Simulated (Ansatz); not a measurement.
# ClF₂H₃Si₂: a ladder of functionals and wavefunction methods

The task here is to estimate one member of a computed series from the others.

Method: functionals in def2-TZVPP, the program's frozen cores in correlated methods; program: Ansatz 0.2.0, Gaussian basis.

Levels to be run: LDA (SPW92), PBE-D4, revPBE-D4, BLYP-D4, r2SCAN-D4, B97M-V, PBE0-D4, B3LYP-D4, r2SCANh-D4, r2SCAN0-D4, HSE06-D4, BHLYP-D4, CAM-B3LYP-D4, LC-ωPBE, ωB97X-V, ωB97M-V, B2PLYP, PBE-QIDH; CCSD(T)/def2-SVP; CCSD(T)/def2-TZVPP; MP2/def2-QZVPP; extrapolation to the limit; RPA on PBE.

**The relaxed structure**

An earlier PBE0-D4 in a triple-zeta def2 set relaxation fixed the geometry.

SMILES `F[Si](F)([SiH3])Cl`, 8 atoms, charge 0, spin multiplicity 1.

Atoms are counted from 1 here; the program's logs count them from 0.

Bond lengths: F1–Si2 1.585 Å, Si2–F3 1.585 Å, Si2–Si4 2.330 Å, Si2–Cl5 2.034 Å, Si4–H6 1.484 Å, Si4–H7 1.484 Å, Si4–H8 1.484 Å. Angles: F1–Si2–F3 106.4°, F1–Si2–Si4 111.5°, F1–Si2–Cl5 107.7°, F3–Si2–Si4 111.5°, F3–Si2–Cl5 107.7°, Si4–Si2–Cl5 111.9°, Si2–Si4–H6 108.3°, Si2–Si4–H7 109.5°, Si2–Si4–H8 108.3°, H6–Si4–H7 110.3°, H6–Si4–H8 110.2°, H7–Si4–H8 110.3°.

Coordinates:

```xyz
8
ClF2H3Si2
F     1.64444   -0.59837    1.43256
Si    1.08852   -0.25201   -0.01083
F     1.43204   -1.49520   -0.93219
Si   -1.20319    0.16724    0.03600
Cl    2.13863    1.34327   -0.71016
H    -1.44484    1.33304    0.92183
H    -1.91506   -1.02832    0.55310
H    -1.64845    0.47335   -1.34611
```

Set-up of the first run:

Contents of in.yaml:

```yaml
crystal:
  periodic: [false, false, false]
  atoms:
    - {symbol: F, position_ang: [1.644445, -0.598374, 1.432560]}
    - {symbol: Si, position_ang: [1.088520, -0.252015, -0.010833]}
    - {symbol: F, position_ang: [1.432039, -1.495196, -0.932189]}
    - {symbol: Si, position_ang: [-1.203194, 0.167240, 0.036001]}
    - {symbol: Cl, position_ang: [2.138633, 1.343271, -0.710164]}
    - {symbol: H, position_ang: [-1.444837, 1.333042, 0.921835]}
    - {symbol: H, position_ang: [-1.915056, -1.028319, 0.553100]}
    - {symbol: H, position_ang: [-1.648450, 0.473352, -1.346109]}
basis:
  gaussian: {orbitals: def2-TZVPP}
hamiltonian: {xc: lda}
output: {orbitals: {seedname: orbitals}}
```

Launch:

```bash
$ ansatz run in.yaml --threads 4 --pin off --events-out ev --progress --plain --max-ram 10444MiB
```

Among the steps run: LDA; PBE-D4 (GGA); revPBE-D4 (GGA); BLYP-D4 (GGA); r2SCAN-D4 (meta-GGA); B97M-V (meta-GGA); PBE0-D4 (hybrid); B3LYP-D4 (hybrid); r2SCANh-D4 (hybrid); r2SCAN0-D4 (hybrid); HSE06-D4 (hybrid); BHLYP-D4 (hybrid); CAM-B3LYP-D4 (range-separated); LC-ωPBE (range-separated); ωB97X-V (range-separated); ωB97M-V (range-separated); B2PLYP (double hybrid); PBE-QIDH (double hybrid).

One of the session's tables, all rows but one given; the rest of the session is left out.

It belongs to the step «Frontier levels by functional». 

| functional | HOMO (eV) | gap (eV) |
| --- | --- | --- |
| LDA (SPW92) | -7.88 | 6.37 |
| PBE-D4 | -7.75 | 6.47 |
| revPBE-D4 | -7.70 | 6.52 |
| BLYP-D4 | -7.63 | 6.53 |
| r2SCAN-D4 | -8.07 | 7.05 |
| B97M-V | -8.16 | 6.97 |
| PBE0-D4 | -9.02 | 8.59 |
| B3LYP-D4 | -8.81 | 8.22 |
| r2SCANh-D4 | ? | ? |
| r2SCAN0-D4 | -9.22 | 8.95 |
| HSE06-D4 | -8.62 | 7.82 |
| BHLYP-D4 | -10.19 | 10.73 |
| CAM-B3LYP-D4 | -10.34 | 11.03 |
| LC-ωPBE | -11.65 | 13.45 |
| ωB97X-V | -11.32 | 13.01 |
| ωB97M-V | -11.07 | 12.50 |

Estimate the missing values for r2SCANh-D4.

Worked estimate for «HOMO (eV)». Against the share of exact exchange, r2SCAN-D4 (0, -8.07), r2SCAN0-D4 (0.25, -9.22) give a slope of -4.60 per unit share; at 0.1 the line stands at -8.53.

As computed: HOMO (eV): -8.53; gap (eV): 7.81. In «HOMO (eV)» the line misses by 0.00.
